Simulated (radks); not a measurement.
# Sn⁴⁻ held by a Watson sphere

The task here is to estimate one member of a computed series from the others.

Method: scalar-relativistic Kohn-Sham, LB94 model potential, spin-unpolarised, spherical densities, finite nucleus. Code: radks (a radial shooting solver on a logarithmic mesh, Libxc functionals) version 1.

## Starting point

```
element            : tin (Z = 50)
charge             : -4
electrons          : 54
configuration      : [Xe]
nuclear rms radius : 4.6519 fm
```

Outer shells as boxes (Hund's rule):

Sn⁴⁻
```
[Kr] core
4d [↑↓][↑↓][↑↓][↑↓][↑↓]
5s [↑↓]
5p [↑↓][↑↓][↑↓]
```

LB94 adds a gradient term to the LDA potential that gives it a −1/r tail. It is a model potential with no energy functional, so Etot and Exc are not given.

Set-up of the first run:

Input:

```text
Z 50
configuration [Xe]
relativity scalar-relativistic
functional lda,pw
model_potential LB94
spin unpolarised
nucleus finite rms 4.6519 fm
c 137.035999084
watson charge 5.78 radius 2.39 bohr
response adiabatic LDA kernel
```

Among the steps run: R = 2.39 bohr; R = 3.04 bohr; R = 3.74 bohr; R = 4.14 bohr; R = 4.34 bohr; R = 5.78 bohr; R = 5.98 bohr.

One of the session's tables, all rows but one given; the rest of the session is left out.

| R (bohr) | highest level (eV) | its <r> (bohr) | sum of <r²> (bohr²) | α (bohr³) |
| --- | --- | --- | --- | --- |
| 2.39 | -26.371 | 2.569 | 79.18 | 28.61 |
| 3.04 | -22.425 | 2.917 | 93.95 | 47.99 |
| 3.74 | ? | ? | ? | ? |
| 4.14 | -17.179 | 3.495 | 121.6 | 109.8 |
| 4.34 | -16.421 | 3.597 | 127.0 | 126.5 |
| 5.78 | -12.286 | 4.313 | 169.2 | 320.7 |
| 5.98 | -11.855 | 4.409 | 175.7 | 360.2 |

Estimate the missing values for R (bohr) = 3.74.

Worked estimate for «highest level (eV)». A straight line through the neighbours (3.04, -22.425) and (4.14, -17.179) gives -22.425 + (-17.179 + 22.425) × (3.74 − 3.04) / (4.14 − 3.04) = -19.087; a parabola fitted to 4 rows on both sides gives -18.879.

The run gave: highest level (eV): -18.865; its <r> (bohr): 3.287; sum of <r²> (bohr²): 111.2; α (bohr³): 82.06. In «highest level (eV)» the line misses by -0.222 and the parabola by -0.014.

What this shows: From R = 2.39 to 5.98 bohr the top level moves from -26.371 to -11.855 eV and its mean radius from 2.57 to 4.41 bohr. A wider sphere makes a shallower well, so the ion swells.
